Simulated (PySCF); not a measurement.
**BF₂H₃SSi: core binding energies at several levels of theory**

Aim: compute the core binding energies of BF₂H₃SSi (`FB(F)[SiH2]S`) at several levels, and see how far they spread and what each costs.

Programs: PySCF 2.14.0, with density-fitted response routines of our own. Each step states its level of theory. These are calculated values for one molecule in the gas phase, unless marked as measured. Atoms are numbered from 0 throughout.

**1. The molecule as given**

8 atoms, charge 0, multiplicity 1; geometry from: PBE0-D3(BJ)/def2-SVP.

Bonds of the start (Å): F0–B1 1.32, B1–F2 1.32, B1–Si3 2.03, Si3–S4 2.15, Si3–H5 1.50, Si3–H6 1.49, S4–H7 1.35.

**2. Core holes by ΔSCF: SCAN, X2C**

What the job is given:

```
{"job": {"kind": "xps"}, "charge": 0, "multiplicity": 1}
F      1.517547    -1.952508    -0.357643
B      1.110086    -0.754061     0.003537
F      2.043777     0.095087     0.391591
Si    -0.836558    -0.178513    -0.011975
S     -0.878699     1.897891    -0.577956
H     -1.446221    -0.434116     1.331656
H     -1.630172    -0.913330    -1.037515
H      0.176237     2.220268     0.203571
```

With the program's defaults for keys left out, this is: delta-SCF UKS SCAN, pcX-2 on the ionised atom, pcseg-1 elsewhere, spin-free X2C.

On the command line:

```bash
$ OMP_NUM_THREADS=1 python probes_run.py task.json out
```

One launch serves the whole session: the jobs run in the order shown.

Standard output:

```text
ground state, core basis on atom 0 (F), 124 functions
  cycle   1  E = -915.73724819  |g| = 6.83e-01
  cycle   2  E = -915.55824348  |g| = 1.27e+00
  cycle   3  E = -915.81243752  |g| = 6.94e-02
  cycle   4  E = -915.81307227  |g| = 4.87e-02
  cycle   5  E = -915.81348405  |g| = 1.13e-02
  cycle   6  E = -915.81350480  |g| = 5.63e-03
  cycle   7  E = -915.81351097  |g| = 1.43e-03
  cycle   8  E = -915.81351209  |g| = 3.81e-04
  E(ground) = -915.85220321 Eh
hole in F 1s of atom 0
  cycle   1  E = -889.42308033  |g| = 2.58e+00
  cycle   2  E = -888.04866673  |g| = 2.36e+00
  cycle   3  E = -889.63351191  |g| = 9.28e-01
  cycle   4  E = -890.26897714  |g| = 2.68e-01
  cycle   5  E = -890.29310220  |g| = 1.61e-01
  cycle   6  E = -890.30663068  |g| = 5.26e-02
  cycle   7  E = -890.30753843  |g| = 2.03e-02
  cycle   8  E = -890.30773822  |g| = 3.94e-03
  cycle   9  E = -890.30774771  |g| = 1.17e-03
  cycle  10  E = -890.30774888  |g| = 3.64e-04
  E(ion) = -890.35391047 Eh   <S^2> = 0.7565   hole on atom = 1.000   binding energy = 693.844 eV
ground state, core basis on atom 1 (B), 124 functions
  cycle   1  E = -915.76824051  |g| = 1.20e-01
  cycle   2  E = -915.76400825  |g| = 1.98e-01
  cycle   3  E = -915.77017182  |g| = 1.26e-02
  cycle   4  E = -915.77017682  |g| = 1.19e-02
  cycle   5  E = -915.77020148  |g| = 1.51e-03
  cycle   6  E = -915.77020187  |g| = 2.09e-04
  E(ground) = -915.80765950 Eh
hole in B 1s of atom 1
  cycle   1  E = -908.04241327  |g| = 1.16e+00
  cycle   2  E = -905.84225032  |g| = 2.08e+00
  cycle   3  E = -908.21255025  |g| = 5.29e-01
  cycle   4  E = -907.77916050  |g| = 8.19e-01
  cycle   5  E = -908.39909706  |g| = 2.04e-01
  cycle   6  E = -908.42704908  |g| = 1.28e-01
  cycle   7  E = -908.28783320  |g| = 3.73e-01
  cycle   8  E = -908.33727046  |g| = 3.04e-01
  cycle   9  E = -908.34390035  |g| = 2.95e-01
  cycle  10  E = -908.31874025  |g| = 3.30e-01
  cycle  11  E = -908.31251922  |g| = 3.40e-01
  cycle  12  E = -908.30770081  |g| = 3.46e-01
  cycle  13  E = -908.31031636  |g| = 3.43e-01
  cycle  14  E = -908.39475393  |g| = 2.03e-01
  cycle  15  E = -908.36017791  |g| = 2.73e-01
  cycle  16  E = -908.40498925  |g| = 1.75e-01
  cycle  17  E = -908.41194367  |g| = 1.53e-01
  cycle  18  E = -908.40974917  |g| = 1.56e-01
  cycle  19  E = -908.41388213  |g| = 1.40e-01
  cycle  20  E = -908.43335615  |g| = 1.65e-02
  cycle  21  E = -908.43339562  |g| = 2.07e-02
  cycle  22  E = -908.43370433  |g| = 6.09e-03
  cycle  23  E = -908.43364424  |g| = 1.15e-02
  cycle  24  E = -908.43376082  |g| = 1.83e-03
  cycle  25  E = -908.43376267  |g| = 1.03e-03
  cycle  26  E = -908.43376367  |g| = 1.07e-03
  cycle  27  E = -908.43376097  |g| = 1.79e-03
  cycle  28  E = -908.43376355  |g| = 2.71e-04
  E(ion) = -908.47356335 Eh   <S^2> = 0.9905   hole on atom = 1.000   binding energy = 199.571 eV
ground state, core basis on atom 3 (Si), 135 functions
  cycle   1  E = -915.86221124  |g| = 2.87e-01
  cycle   2  E = -915.86216779  |g| = 4.36e-02
  cycle   3  E = -915.86189013  |g| = 5.38e-02
  cycle   4  E = -915.86239270  |g| = 1.03e-02
  cycle   5  E = -915.86241022  |g| = 1.43e-03
  cycle   6  E = -915.86240902  |g| = 2.82e-04
  E(ground) = -915.85702470 Eh
hole in Si 1s of atom 3
  cycle   1  E = -846.90715171  |g| = 4.35e+00
  cycle   2  E = -846.79593016  |g| = 2.23e+00
  cycle   3  E = -847.34448428  |g| = 9.63e-01
  cycle   4  E = -847.87446629  |g| = 4.11e-01
  cycle   5  E = -847.96071416  |g| = 1.40e-01
  cycle   6  E = -847.96714338  |g| = 5.81e-02
  cycle   7  E = -847.96838079  |g| = 1.84e-02
  cycle   8  E = -847.96857507  |g| = 6.33e-03
  cycle   9  E = -847.96859210  |g| = 2.52e-03
  cycle  10  E = -847.96859528  |g| = 1.03e-03
  cycle  11  E = -847.96859469  |g| = 2.51e-04
  E(ion) = -847.97224413 Eh   <S^2> = 0.7526   hole on atom = 1.000   binding energy = 1847.239 eV
hole in Si 2p of atom 3
  cycle   1  E = -911.56506208  |g| = 1.23e+00
  cycle   2  E = -911.25856680  |g| = 1.23e+00
  cycle   3  E = -911.77808764  |g| = 4.14e-01
  cycle   4  E = -911.88403240  |g| = 1.23e-01
  cycle   5  E = -911.89001141  |g| = 5.72e-02
  cycle   6  E = -911.89140218  |g| = 1.57e-02
  cycle   7  E = -911.89149652  |g| = 5.58e-03
  cycle   8  E = -911.89151165  |g| = 2.07e-03
  cycle   9  E = -911.89151255  |g| = 9.30e-04
  cycle  10  E = -911.89151233  |g| = 2.48e-04
  E(ion) = -911.89886274 Eh   <S^2> = 0.7525   hole on atom = 1.002   binding energy = 107.707 eV
  2p3/2 = 107.463 eV   2p1/2 = 108.088 eV
ground state, core basis on atom 4 (S), 135 functions
  cycle   1  E = -915.91474903  |g| = 4.05e-01
  cycle   2  E = -915.91466049  |g| = 4.16e-02
  cycle   3  E = -915.91422455  |g| = 5.52e-02
  cycle   4  E = -915.91519198  |g| = 6.17e-03
  cycle   5  E = -915.91519561  |g| = 2.78e-03
  cycle   6  E = -915.91519828  |g| = 4.90e-04
  E(ground) = -915.93726761 Eh
hole in S 1s of atom 4
  cycle   1  E = -823.66834463  |g| = 5.08e+00
  cycle   2  E = -823.78490789  |g| = 2.22e+00
  cycle   3  E = -823.72889118  |g| = 1.37e+00
  cycle   4  E = -824.84436322  |g| = 2.49e-01
  cycle   5  E = -824.87659529  |g| = 9.43e-02
  cycle   6  E = -824.87944284  |g| = 5.64e-02
  cycle   7  E = -824.88037578  |g| = 2.14e-02
  cycle   8  E = -824.88053745  |g| = 5.19e-03
  cycle   9  E = -824.88054980  |g| = 1.67e-03
  cycle  10  E = -824.88055078  |g| = 6.14e-04
  cycle  11  E = -824.88054996  |g| = 1.54e-04
  E(ion) = -824.89427214 Eh   <S^2> = 0.7514   hole on atom = 1.000   binding energy = 2477.406 eV
hole in S 2p of atom 4
  cycle   1  E = -909.22771621  |g| = 1.52e+00
  cycle   2  E = -909.15077677  |g| = 1.24e+00
  cycle   3  E = -909.62292882  |g| = 2.76e-01
  cycle   4  E = -909.66039668  |g| = 1.16e-01
  cycle   5  E = -909.66377897  |g| = 6.99e-02
  cycle   6  E = -909.66539596  |g| = 1.85e-02
  cycle   7  E = -909.66550968  |g| = 7.53e-03
  cycle   8  E = -909.66553193  |g| = 2.81e-03
  cycle   9  E = -909.66553528  |g| = 7.93e-04
  cycle  10  E = -909.66553505  |g| = 2.27e-04
  E(ion) = -909.69462295 Eh   <S^2> = 0.7529   hole on atom = 1.001   binding energy = 169.871 eV
  2p3/2 = 169.618 eV   2p1/2 = 170.863 eV
```

Run time: 26 s. Hardware: 1 thread of Arm Neoverse V1, shared host; peak memory 0.45 GiB.

Binding energies by hole, beside the orbital energy of the ground state; the difference holds orbital relaxation and, for a density functional, its self-interaction error:

| hole | stands for | environment | ΔSCF (eV; 2p as the shell's mean) | −ε (eV) | ⟨S²⟩ |
| --- | --- | --- | --- | --- | --- |
| F1s on F0 | F0, F2 | fluorine bonded to B | 693.84 | 667.7 | 0.757 |
| B1s on B1 | B1 | boron bonded to 2 F, Si | 199.57 (doubtful) | 183.4 | 0.990 |
| Si1s on Si3 | Si3 | silicon bonded to B, S, 2 H | 1847.24 | 1794.2 | 0.753 |
| Si2p on Si3 | Si3 | silicon bonded to B, S, 2 H | 107.67 | 97.0 | 0.753 |
| S1s on S4 | S4 | sulfur bonded to Si, H | 2477.41 | 2415.2 | 0.751 |
| S2p on S4 | S4 | sulfur bonded to Si, H | 170.03 | 158.3 | 0.753 |

Each hole run stands for the others of its class of like atoms.

Doubtful: the ion did not converge, its hole moved, or its ⟨S²⟩ is well above 0.75.

With the spin-orbit splitting: Si3 2p3/2 107.46, 2p1/2 108.09 eV; S4 2p3/2 169.62, 2p1/2 170.86 eV. The table gives each 2p level as the mean over the whole 2p shell (two parts 2p3/2, one part 2p1/2), which differs a little from the single hole in the log.

**3. X-ray photoelectron lines: B3LYP, X2C**

Settings changed since step 2:

```diff
@@ -1,2 +1,2 @@
-{"job": {"kind": "xps"}, "charge": 0, "multiplicity": 1}
+{"job": {"kind": "xps", "xc": "B3LYP"}, "charge": 0, "multiplicity": 1}
 F      1.517547    -1.952508    -0.357643
```

Level: delta-SCF UKS B3LYP, pcX-2 on the ionised atom, pcseg-1 elsewhere, spin-free X2C.

Standard output:

```text
ground state, core basis on atom 0 (F), 124 functions
  cycle   1  E = -915.82641012  |g| = 6.53e-01
  cycle   2  E = -915.71494787  |g| = 1.08e+00
  cycle   3  E = -915.90087849  |g| = 4.71e-02
  cycle   4  E = -915.90119882  |g| = 3.27e-02
  cycle   5  E = -915.90141495  |g| = 7.13e-03
  cycle   6  E = -915.90142246  |g| = 2.20e-03
  cycle   7  E = -915.90142313  |g| = 3.04e-04
  E(ground) = -915.90101693 Eh
hole in F 1s of atom 0
  cycle   1  E = -889.52182691  |g| = 2.60e+00
  cycle   2  E = -888.73255423  |g| = 2.29e+00
  cycle   3  E = -890.07912407  |g| = 6.69e-01
  cycle   4  E = -890.31748036  |g| = 3.64e-01
  cycle   5  E = -890.40784593  |g| = 9.42e-02
  cycle   6  E = -890.41354386  |g| = 3.41e-02
  cycle   7  E = -890.41413140  |g| = 1.09e-02
  cycle   8  E = -890.41417688  |g| = 4.39e-03
  cycle   9  E = -890.41418961  |g| = 6.49e-04
  cycle  10  E = -890.41419037  |g| = 2.36e-04
  E(ion) = -890.41375649 Eh   <S^2> = 0.7544   hole on atom = 1.000   binding energy = 693.544 eV
ground state, core basis on atom 1 (B), 124 functions
  cycle   1  E = -915.85284290  |g| = 7.45e-02
  cycle   2  E = -915.85181344  |g| = 1.06e-01
  cycle   3  E = -915.85356256  |g| = 7.56e-03
  cycle   4  E = -915.85356810  |g| = 4.90e-03
  cycle   5  E = -915.85357161  |g| = 6.68e-04
  cycle   6  E = -915.85357111  |g| = 6.89e-05
  E(ground) = -915.85324024 Eh
hole in B 1s of atom 1
  cycle   1  E = -908.11224210  |g| = 1.16e+00
  cycle   2  E = -906.22514319  |g| = 1.93e+00
  cycle   3  E = -908.30612779  |g| = 5.09e-01
  cycle   4  E = -908.47836434  |g| = 1.99e-01
  cycle   5  E = -908.49712661  |g| = 1.06e-01
  cycle   6  E = -908.50364617  |g| = 3.79e-02
  cycle   7  E = -908.50409497  |g| = 1.36e-02
  cycle   8  E = -908.50423603  |g| = 6.85e-03
  cycle   9  E = -908.50428174  |g| = 4.23e-03
  cycle  10  E = -908.50431360  |g| = 3.18e-03
  cycle  11  E = -908.50433608  |g| = 2.34e-03
  cycle  12  E = -908.50433968  |g| = 6.99e-04
  cycle  13  E = -908.50433960  |g| = 4.14e-04
  E(ion) = -908.50396711 Eh   <S^2> = 0.8696   hole on atom = 1.000   binding energy = 199.984 eV
ground state, core basis on atom 3 (Si), 135 functions
  cycle   1  E = -915.91547545  |g| = 1.64e-01
  cycle   2  E = -915.91543982  |g| = 4.59e-02
  cycle   3  E = -915.91541083  |g| = 4.31e-02
  cycle   4  E = -915.91573860  |g| = 7.64e-03
  cycle   5  E = -915.91574508  |g| = 9.61e-04
  cycle   6  E = -915.91574595  |g| = 1.28e-04
  E(ground) = -915.91586056 Eh
hole in Si 1s of atom 3
  cycle   1  E = -846.99915064  |g| = 4.39e+00
  cycle   2  E = -847.15611012  |g| = 2.10e+00
  cycle   3  E = -847.71572748  |g| = 7.71e-01
  cycle   4  E = -848.01853027  |g| = 3.28e-01
  cycle   5  E = -848.07877388  |g| = 8.98e-02
  cycle   6  E = -848.08153870  |g| = 3.06e-02
  cycle   7  E = -848.08189737  |g| = 7.82e-03
  cycle   8  E = -848.08193392  |g| = 1.69e-03
  cycle   9  E = -848.08193470  |g| = 5.63e-04
  cycle  10  E = -848.08193493  |g| = 2.70e-04
  E(ion) = -848.08204843 Eh   <S^2> = 0.7519   hole on atom = 1.000   binding energy = 1845.852 eV
hole in Si 2p of atom 3
  cycle   1  E = -911.62713918  |g| = 1.23e+00
  cycle   2  E = -911.50541932  |g| = 1.10e+00
  cycle   3  E = -911.90612911  |g| = 2.87e-01
  cycle   4  E = -911.95551710  |g| = 8.98e-02
  cycle   5  E = -911.95890811  |g| = 3.80e-02
  cycle   6  E = -911.95950289  |g| = 6.73e-03
  cycle   7  E = -911.95952719  |g| = 1.65e-03
  cycle   8  E = -911.95952854  |g| = 6.35e-04
  cycle   9  E = -911.95952899  |g| = 3.74e-04
  E(ion) = -911.95965312 Eh   <S^2> = 0.7530   hole on atom = 1.002   binding energy = 107.654 eV
  2p3/2 = 107.408 eV   2p1/2 = 108.028 eV
ground state, core basis on atom 4 (S), 135 functions
  cycle   1  E = -915.98433290  |g| = 2.23e-01
  cycle   2  E = -915.98447844  |g| = 3.62e-02
  cycle   3  E = -915.98453594  |g| = 1.98e-02
  cycle   4  E = -915.98460527  |g| = 4.16e-03
  cycle   5  E = -915.98460786  |g| = 1.38e-03
  cycle   6  E = -915.98460722  |g| = 1.51e-04
  E(ground) = -915.98452284 Eh
hole in S 1s of atom 4
  cycle   1  E = -823.82062998  |g| = 5.14e+00
  cycle   2  E = -824.29930180  |g| = 2.09e+00
  cycle   3  E = -824.82043804  |g| = 6.61e-01
  cycle   4  E = -824.99810077  |g| = 2.03e-01
  cycle   5  E = -825.01917969  |g| = 4.57e-02
  cycle   6  E = -825.01979365  |g| = 2.01e-02
  cycle   7  E = -825.01991226  |g| = 5.91e-03
  cycle   8  E = -825.01992659  |g| = 3.68e-04
  E(ion) = -825.01992254 Eh   <S^2> = 0.7515   hole on atom = 1.000   binding energy = 2475.273 eV
hole in S 2p of atom 4
  cycle   1  E = -909.32640817  |g| = 1.52e+00
  cycle   2  E = -909.37660264  |g| = 1.14e+00
  cycle   3  E = -909.73984189  |g| = 1.46e-01
  cycle   4  E = -909.75008904  |g| = 6.87e-02
  cycle   5  E = -909.75202858  |g| = 2.69e-02
  cycle   6  E = -909.75227487  |g| = 5.20e-03
  cycle   7  E = -909.75228575  |g| = 7.47e-04
  cycle   8  E = -909.75228445  |g| = 4.51e-04
  E(ion) = -909.75226428 Eh   <S^2> = 0.7518   hole on atom = 1.001   binding energy = 169.588 eV
  2p3/2 = 169.288 eV   2p1/2 = 170.517 eV
```

It took 30 s on 1 thread of Arm Neoverse V1, shared host; peak memory 0.49 GiB.

Binding energies by hole, beside the orbital energy of the ground state; the difference holds orbital relaxation and, for a density functional, its self-interaction error:

| hole | stands for | environment | ΔSCF (eV; 2p as the shell's mean) | −ε (eV) | ⟨S²⟩ |
| --- | --- | --- | --- | --- | --- |
| F1s on F0 | F0, F2 | fluorine bonded to B | 693.54 | 673.1 | 0.754 |
| B1s on B1 | B1 | boron bonded to 2 F, Si | 199.98 (doubtful) | 186.9 | 0.870 |
| Si1s on Si3 | Si3 | silicon bonded to B, S, 2 H | 1845.85 | 1803.7 | 0.752 |
| Si2p on Si3 | Si3 | silicon bonded to B, S, 2 H | 107.61 | 99.6 | 0.753 |
| S1s on S4 | S4 | sulfur bonded to Si, H | 2475.27 | 2425.3 | 0.751 |
| S2p on S4 | S4 | sulfur bonded to Si, H | 169.70 | 160.5 | 0.752 |

Each hole run stands for the others of its class of like atoms.

Doubtful: the ion did not converge, its hole moved, or its ⟨S²⟩ is well above 0.75.

With the spin-orbit splitting: Si3 2p3/2 107.41, 2p1/2 108.03 eV; S4 2p3/2 169.29, 2p1/2 170.52 eV. The table gives each 2p level as the mean over the whole 2p shell (two parts 2p3/2, one part 2p1/2), which differs a little from the single hole in the log.

**4. X-ray photoelectron lines: PBE0, X2C**

Settings changed since step 3:

```diff
@@ -1,2 +1,2 @@
-{"job": {"kind": "xps", "xc": "B3LYP"}, "charge": 0, "multiplicity": 1}
+{"job": {"kind": "xps", "xc": "PBE0"}, "charge": 0, "multiplicity": 1}
 F      1.517547    -1.952508    -0.357643
```

Level: delta-SCF UKS PBE0, pcX-2 on the ionised atom, pcseg-1 elsewhere, spin-free X2C.

Standard output:

```text
ground state, core basis on atom 0 (F), 124 functions
  cycle   1  E = -915.29737528  |g| = 6.04e-01
  cycle   2  E = -915.22711488  |g| = 9.19e-01
  cycle   3  E = -915.36346594  |g| = 3.92e-02
  cycle   4  E = -915.36369713  |g| = 2.60e-02
  cycle   5  E = -915.36384262  |g| = 5.86e-03
  cycle   6  E = -915.36384815  |g| = 1.77e-03
  cycle   7  E = -915.36385087  |g| = 2.35e-04
  E(ground) = -915.36338956 Eh
hole in F 1s of atom 0
  cycle   1  E = -889.00273932  |g| = 2.60e+00
  cycle   2  E = -889.06252096  |g| = 2.00e+00
  cycle   3  E = -889.85129442  |g| = 3.40e-01
  cycle   4  E = -889.86464981  |g| = 2.79e-01
  cycle   5  E = -889.89788132  |g| = 2.95e-02
  cycle   6  E = -889.89814206  |g| = 1.35e-02
  cycle   7  E = -889.89825556  |g| = 2.34e-03
  cycle   8  E = -889.89826008  |g| = 7.39e-04
  cycle   9  E = -889.89826057  |g| = 1.73e-04
  E(ion) = -889.89778068 Eh   <S^2> = 0.7550   hole on atom = 1.000   binding energy = 692.955 eV
ground state, core basis on atom 1 (B), 124 functions
  cycle   1  E = -915.31483419  |g| = 9.06e-02
  cycle   2  E = -915.31371872  |g| = 1.16e-01
  cycle   3  E = -915.31580658  |g| = 1.00e-02
  cycle   4  E = -915.31581622  |g| = 5.07e-03
  cycle   5  E = -915.31582169  |g| = 3.95e-04
  E(ground) = -915.31534758 Eh
hole in B 1s of atom 1
  cycle   1  E = -907.59822526  |g| = 1.16e+00
  cycle   2  E = -905.86158509  |g| = 1.83e+00
  cycle   3  E = -907.78897009  |g| = 5.13e-01
  cycle   4  E = -907.97472282  |g| = 1.52e-01
  cycle   5  E = -907.98435705  |g| = 8.48e-02
  cycle   6  E = -907.98788259  |g| = 3.79e-02
  cycle   7  E = -907.98835708  |g| = 1.51e-02
  cycle   8  E = -907.98853311  |g| = 7.42e-03
  cycle   9  E = -907.98860625  |g| = 5.51e-03
  cycle  10  E = -907.98869400  |g| = 4.33e-03
  cycle  11  E = -907.98876230  |g| = 3.69e-03
  cycle  12  E = -907.98878120  |g| = 1.60e-03
  cycle  13  E = -907.98878196  |g| = 1.11e-03
  cycle  14  E = -907.98878325  |g| = 7.00e-04
  cycle  15  E = -907.98878350  |g| = 6.73e-05
  E(ion) = -907.98827375 Eh   <S^2> = 0.8671   hole on atom = 1.000   binding energy = 199.380 eV
ground state, core basis on atom 3 (Si), 135 functions
  cycle   1  E = -915.37733392  |g| = 2.08e-01
  cycle   2  E = -915.37730101  |g| = 3.73e-02
  cycle   3  E = -915.37721237  |g| = 4.19e-02
  cycle   4  E = -915.37752555  |g| = 4.66e-03
  cycle   5  E = -915.37752762  |g| = 6.11e-04
  cycle   6  E = -915.37752636  |g| = 7.99e-05
  E(ground) = -915.37746525 Eh
hole in Si 1s of atom 3
  cycle   1  E = -846.49109350  |g| = 4.38e+00
  cycle   2  E = -846.80092171  |g| = 1.95e+00
  cycle   3  E = -847.29796908  |g| = 6.74e-01
  cycle   4  E = -847.52900572  |g| = 2.74e-01
  cycle   5  E = -847.57132950  |g| = 6.89e-02
  cycle   6  E = -847.57294546  |g| = 2.22e-02
  cycle   7  E = -847.57314249  |g| = 5.23e-03
  cycle   8  E = -847.57315870  |g| = 1.21e-03
  cycle   9  E = -847.57315923  |g| = 4.23e-04
  E(ion) = -847.57309258 Eh   <S^2> = 0.7520   hole on atom = 1.000   binding energy = 1845.051 eV
hole in Si 2p of atom 3
  cycle   1  E = -911.10104383  |g| = 1.22e+00
  cycle   2  E = -911.05530878  |g| = 1.01e+00
  cycle   3  E = -911.39001030  |g| = 2.56e-01
  cycle   4  E = -911.42937255  |g| = 7.56e-02
  cycle   5  E = -911.43177595  |g| = 3.12e-02
  cycle   6  E = -911.43217303  |g| = 5.08e-03
  cycle   7  E = -911.43218625  |g| = 1.38e-03
  cycle   8  E = -911.43218850  |g| = 6.14e-04
  cycle   9  E = -911.43218977  |g| = 3.42e-04
  E(ion) = -911.43212792 Eh   <S^2> = 0.7538   hole on atom = 1.002   binding energy = 107.358 eV
  2p3/2 = 107.114 eV   2p1/2 = 107.731 eV
ground state, core basis on atom 4 (S), 135 functions
  cycle   1  E = -915.44711174  |g| = 2.77e-01
  cycle   2  E = -915.44722282  |g| = 2.67e-02
  cycle   3  E = -915.44725140  |g| = 1.51e-02
  cycle   4  E = -915.44728654  |g| = 2.72e-03
  cycle   5  E = -915.44729048  |g| = 9.60e-04
  cycle   6  E = -915.44728794  |g| = 7.64e-05
  E(ground) = -915.44718442 Eh
hole in S 1s of atom 4
  cycle   1  E = -823.30588685  |g| = 5.13e+00
  cycle   2  E = -823.89351653  |g| = 1.97e+00
  cycle   3  E = -824.36656720  |g| = 5.59e-01
  cycle   4  E = -824.49116333  |g| = 1.66e-01
  cycle   5  E = -824.50528164  |g| = 3.65e-02
  cycle   6  E = -824.50568765  |g| = 1.44e-02
  cycle   7  E = -824.50574938  |g| = 4.15e-03
  cycle   8  E = -824.50575661  |g| = 2.27e-04
  E(ion) = -824.50569820 Eh   <S^2> = 0.7515   hole on atom = 1.000   binding energy = 2474.644 eV
hole in S 2p of atom 4
  cycle   1  E = -908.79554108  |g| = 1.51e+00
  cycle   2  E = -908.90705185  |g| = 1.06e+00
  cycle   3  E = -909.21258249  |g| = 1.24e-01
  cycle   4  E = -909.21999641  |g| = 5.81e-02
  cycle   5  E = -909.22141153  |g| = 2.12e-02
  cycle   6  E = -909.22156418  |g| = 4.21e-03
  cycle   7  E = -909.22157083  |g| = 6.55e-04
  cycle   8  E = -909.22157149  |g| = 2.64e-04
  E(ion) = -909.22149517 Eh   <S^2> = 0.7521   hole on atom = 1.001   binding energy = 169.410 eV
  2p3/2 = 169.108 eV   2p1/2 = 170.333 eV
```

Wall time 29 s (1 thread of Arm Neoverse V1, shared host); peak memory 0.49 GiB.

The holes in one table. −ε is the ground-state orbital energy:

| hole | stands for | environment | ΔSCF (eV; 2p as the shell's mean) | −ε (eV) | ⟨S²⟩ |
| --- | --- | --- | --- | --- | --- |
| F1s on F0 | F0, F2 | fluorine bonded to B | 692.95 | 675.5 | 0.755 |
| B1s on B1 | B1 | boron bonded to 2 F, Si | 199.38 (doubtful) | 187.9 | 0.867 |
| Si1s on Si3 | Si3 | silicon bonded to B, S, 2 H | 1845.05 | 1807.5 | 0.752 |
| Si2p on Si3 | Si3 | silicon bonded to B, S, 2 H | 107.32 | 100.3 | 0.754 |
| S1s on S4 | S4 | sulfur bonded to Si, H | 2474.64 | 2430.0 | 0.752 |
| S2p on S4 | S4 | sulfur bonded to Si, H | 169.52 | 161.7 | 0.752 |

Each hole run stands for the others of its class of like atoms.

Doubtful: the ion did not converge, its hole moved, or its ⟨S²⟩ is well above 0.75.

With the spin-orbit splitting: Si3 2p3/2 107.11, 2p1/2 107.73 eV; S4 2p3/2 169.11, 2p1/2 170.33 eV. The table gives each 2p level as the mean over the whole 2p shell (two parts 2p3/2, one part 2p1/2), which differs a little from the single hole in the log.

[end of part 1 of 3]
